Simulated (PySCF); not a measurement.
# KGe: from the state search to spectroscopic constants

The task here is to estimate one member of a computed series from the others.

Method: K def2-SVP, Ge def2-SVP, no relativity; program: PySCF 2.14.0.

1 further run of the same task is left out (it didn't finish).

Set-up of the first run:

Settings of the job:

- atoms: K, Ge
- charge: 0
- basis: K def2-SVP, Ge def2-SVP
- Hamiltonian: no relativity
- basis functions: 56
- electrons treated: 51
- masses in u: 38.9637, 73.9212
- levels: PBE0, PBE, r²SCAN, BHandHLYP, B3LYP, M06, HF, MP2, SCS-MP2
- grid: 80 radial by 434 angular points
- occupations: held fixed by the projection of orbital angular momentum
- dissociation limit: K + Ge, each in its ground configuration
- starting distance in angstrom: 3.105
- values of 2S to try: 1, 3

Started as:

```bash
OMP_NUM_THREADS=1 python dia.py task.json out
```

Steps of the session up to this table: The job; First curve: PBE0; Higher solutions at PBE0; PBE (GGA); r²SCAN; BHandHLYP; B3LYP; M06; UHF.

One of the session's tables, all rows but one given; the rest of the session is left out.

| level | Re (Å) | ωe (cm⁻¹) | De (eV) |
| --- | --- | --- | --- |
| UHF | ? | ? | ? |
| UHF-MP2 | 3.124 | 160.9 | 1.38 |
| UHF-SCS-MP2 | 3.134 | 160.2 | 1.25 |
| PBE | 3.106 | 151.5 | 1.45 |
| r²SCAN | 3.102 | 159.4 | 1.64 |
| B3LYP | 3.116 | 151.8 | 1.24 |
| PBE0 | 3.089 | 159.1 | 1.45 |
| M06 | 3.050 | 166.6 | 1.38 |
| BHandHLYP | 3.099 | 160.4 | 1.20 |

**Question.** Estimate the row for UHF.

**Answer.** Re (Å): 3.177; ωe (cm⁻¹): 157.9; De (eV): 1.04. In the column «Re (Å)» it is the highest.

De is counted to K + Ge in their ground configurations.
